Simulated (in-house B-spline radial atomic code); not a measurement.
# Lu⁶⁹⁺: isotopes

Aim: how the levels of Lu⁶⁹⁺ shift from isotope to isotope, through nuclear size; the mass enters as a recoil term, given apart.

The numbers are computed with in-house B-spline radial atomic code version 1 (Dirac-Hartree-Fock, average of configuration, Fermi nucleus, basis-set limit), except any that are marked as measured or tabulated.

**1. The system**

```
element       : lutetium (Z = 71)
charge        : +69
electrons     : 2
configuration : 1s2
Hamiltonian   : Dirac-Coulomb
nucleus       : Fermi, rms radius 5.229 fm
```

Input settings:

```ini
Z = 71
electrons = 2.0
configuration = 1s2
hamiltonian = dirac
method = hf
spin_polarised = False
nucleus = fermi
rms_radius = 5.2293
mass_number = 161
atomic_mass = 160.943572
speed_of_light = 137.035999084
```

From the earlier run of the reference: total energy -5383.049758 hartree (electron-nucleus part -11714.2213, recoil term 0.01834825). Levels, eight at most:

| orbital | occupation | energy (eV) | <r> (bohr) |
| --- | --- | --- | --- |
| 1s1/2 | 2 | -72568.2 | 0.01921 |

**2. Mass number 171**

Input settings:

```ini
Z = 71
electrons = 2.0
configuration = 1s2
hamiltonian = dirac
method = hf
spin_polarised = False
nucleus = fermi
rms_radius = 5.3436
mass_number = 171
atomic_mass = 170.937918591
speed_of_light = 137.035999084
```

**3. Mass number 172**

Input settings:

```ini
Z = 71
electrons = 2.0
configuration = 1s2
hamiltonian = dirac
method = hf
spin_polarised = False
nucleus = fermi
rms_radius = 5.3486
mass_number = 172
atomic_mass = 171.93909132
speed_of_light = 137.035999084
```

**4. Mass number 173**

Input settings:

```ini
Z = 71
electrons = 2.0
configuration = 1s2
hamiltonian = dirac
method = hf
spin_polarised = False
nucleus = fermi
rms_radius = 5.3577
mass_number = 173
atomic_mass = 172.938935722
speed_of_light = 137.035999084
```

**5. Mass number 174**

Input settings:

```ini
Z = 71
electrons = 2.0
configuration = 1s2
hamiltonian = dirac
method = hf
spin_polarised = False
nucleus = fermi
rms_radius = 5.3634
mass_number = 174
atomic_mass = 173.94034284
speed_of_light = 137.035999084
```

**6. Mass number 175**

Input settings:

```ini
Z = 71
electrons = 2.0
configuration = 1s2
hamiltonian = dirac
method = hf
spin_polarised = False
nucleus = fermi
rms_radius = 5.37
mass_number = 175
atomic_mass = 174.940777211
speed_of_light = 137.035999084
```

**7. Mass number 176**

Input settings:

```ini
Z = 71
electrons = 2.0
configuration = 1s2
hamiltonian = dirac
method = hf
spin_polarised = False
nucleus = fermi
rms_radius = 5.3739
mass_number = 176
atomic_mass = 175.942691711
speed_of_light = 137.035999084
```

**8. Mass number 177**

Input settings:

```ini
Z = 71
electrons = 2.0
configuration = 1s2
hamiltonian = dirac
method = hf
spin_polarised = False
nucleus = fermi
rms_radius = 5.3815
mass_number = 177
atomic_mass = 176.94376357
speed_of_light = 137.035999084
```

**9. Mass number 178**

Input settings:

```ini
Z = 71
electrons = 2.0
configuration = 1s2
hamiltonian = dirac
method = hf
spin_polarised = False
nucleus = fermi
rms_radius = 5.3857
mass_number = 178
atomic_mass = 177.945960065
speed_of_light = 137.035999084
```

**10. Mass number 179**

Input settings:

```ini
Z = 71
electrons = 2.0
configuration = 1s2
hamiltonian = dirac
method = hf
spin_polarised = False
nucleus = fermi
rms_radius = 5.3917
mass_number = 179
atomic_mass = 178.947332985
speed_of_light = 137.035999084
```

**Question.** By how much, and in which direction, does each change move the total energy and the levels?

As calculated:

All values are changes from the reference run; energy changes under 1e-04 eV count as noise.

| change | rms radius (fm) | δ<r²> (fm²) | Δ total energy (eV) | Δ recoil term, not in the total or the levels (eV) | Δ 1s1/2 level (eV) |
| --- | --- | --- | --- | --- | --- |
| mass number 171 | 5.3436 | +1.208 | +1.554 | -0.0292 | +0.7679 |
| mass number 172 | 5.3486 | +1.262 | +1.622 | -0.03193 | +0.8018 |
| mass number 173 | 5.3577 | +1.359 | +1.747 | -0.03464 | +0.8635 |
| mass number 174 | 5.3634 | +1.420 | +1.825 | -0.03731 | +0.9021 |
| mass number 175 | 5.3700 | +1.491 | +1.916 | -0.03995 | +0.9469 |
| mass number 176 | 5.3739 | +1.533 | +1.97 | -0.04257 | +0.9734 |
| mass number 177 | 5.3815 | +1.615 | +2.074 | -0.04515 | +1.025 |
| mass number 178 | 5.3857 | +1.660 | +2.132 | -0.04771 | +1.054 |
| mass number 179 | 5.3917 | +1.725 | +2.215 | -0.05024 | +1.095 |

**Reading.** The total energy moves by 1284 meV for each fm² of δ<r²> (from mass number 179): a larger nucleus binds the s electrons less. For that pair the recoil (mass) term changes by 0.050 eV against 2.2 eV from size, so size rules the shift. The recoil term is approximate.
